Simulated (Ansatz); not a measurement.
**Si4GeH12: how energies converge with the basis set**

The task here is to estimate one member of a computed series from the others.

Method: one geometry, several basis sets; program: Ansatz 0.2.0, Gaussian basis.

Levels to be run: PBE0-D4/def2-SVP; ωB97M-V/def2-SVP; PBE0-D4/def2-QZVPP; ωB97M-V/def2-QZVPP; the functionals' def2-TZVPP values are taken from earlier runs.

**The geometry**

The geometry comes from an earlier relaxation with PBE0-D4 in a triple-zeta def2 set; it is a stationary point, not always the lowest conformer.

SMILES `[SiH3][SiH2][SiH2][SiH2][GeH3]`, 17 atoms, charge 0, spin multiplicity 1.

Atoms are counted from 1 here; the program's logs count them from 0.

Bond lengths: Si1–Si2 2.338 Å, Si1–H6 1.488 Å, Si1–H7 1.488 Å, Si1–H8 1.488 Å, Si2–Si3 2.339 Å, Si2–H9 1.490 Å, Si2–H10 1.490 Å, Si3–Si4 2.337 Å, Si3–H11 1.490 Å, Si3–H12 1.490 Å, Si4–Ge5 2.380 Å, Si4–H13 1.489 Å, Si4–H14 1.490 Å, Ge5–H15 1.538 Å, Ge5–H16 1.538 Å, Ge5–H17 1.538 Å. Angles: Si2–Si1–H6 111.4°, Si2–Si1–H7 109.9°, Si2–Si1–H8 109.5°, H6–Si1–H7 108.8°, H6–Si1–H8 108.7°, H7–Si1–H8 108.5°, Si1–Si2–Si3 109.5°, Si1–Si2–H9 109.2°, Si1–Si2–H10 110.2°, Si3–Si2–H9 108.8°, Si3–Si2–H10 111.0°, H9–Si2–H10 108.3°, Si2–Si3–Si4 108.4°, Si2–Si3–H11 109.7°, Si2–Si3–H12 110.4°, Si4–Si3–H11 110.4°, Si4–Si3–H12 109.5°, H11–Si3–H12 108.4° and more.

The first run:

Contents of in.yaml:

```yaml
crystal:
  periodic: [false, false, false]
  atoms:
    - {symbol: Si, position_ang: [0.639421, 1.727646, -1.897980]}
    - {symbol: Si, position_ang: [1.754868, 0.896261, -0.018617]}
    - {symbol: Si, position_ang: [1.278159, -1.380271, 0.227715]}
    - {symbol: Si, position_ang: [-1.040038, -1.663847, 0.131047]}
    - {symbol: Ge, position_ang: [-2.097867, -0.150283, 1.633000]}
    - {symbol: H, position_ang: [0.933029, 3.170473, -2.109418]}
    - {symbol: H, position_ang: [1.055921, 0.971397, -3.109695]}
    - {symbol: H, position_ang: [-0.828007, 1.559841, -1.719061]}
    - {symbol: H, position_ang: [1.277266, 1.620057, 1.193426]}
    - {symbol: H, position_ang: [3.221749, 1.122339, -0.149640]}
    - {symbol: H, position_ang: [1.941742, -2.152261, -0.860474]}
    - {symbol: H, position_ang: [1.787228, -1.879117, 1.536218]}
    - {symbol: H, position_ang: [-1.425898, -3.061449, 0.472055]}
    - {symbol: H, position_ang: [-1.508684, -1.374913, -1.253086]}
    - {symbol: H, position_ang: [-1.573988, -0.364406, 3.063312]}
    - {symbol: H, position_ang: [-3.623883, -0.341517, 1.638641]}
    - {symbol: H, position_ang: [-1.791019, 1.300040, 1.222548]}
basis:
  gaussian: {orbitals: def2-SVP}
hamiltonian: {xc: pbe0, dispersion: d4}
output: {orbitals: {seedname: orbitals}}
```

Among the steps run: PBE0-D4 in def2-SVP; ωB97M-V in def2-SVP; PBE0-D4 in def2-QZVPP; ωB97M-V in def2-QZVPP.

One table of the session follows, with a row left open; its other results are not shown here.

It belongs to the step «Density functionals: the series». 

```
functional       basis  HOMO (eV)  LUMO (eV)
   PBE0-D4    def2-SVP      -7.95      -0.26
   PBE0-D4  def2-TZVPP      -7.88      -0.43
   PBE0-D4  def2-QZVPP      -7.88      -0.49
   ωB97M-V    def2-SVP          ?          ?
   ωB97M-V  def2-TZVPP      -9.82       1.26
   ωB97M-V  def2-QZVPP      -9.82       0.99
```

Q: Estimate the row for ωB97M-V, def2-SVP from the others.

As computed: HOMO (eV): -9.85; LUMO (eV): 1.56. In the column «HOMO (eV)» it is the lowest.
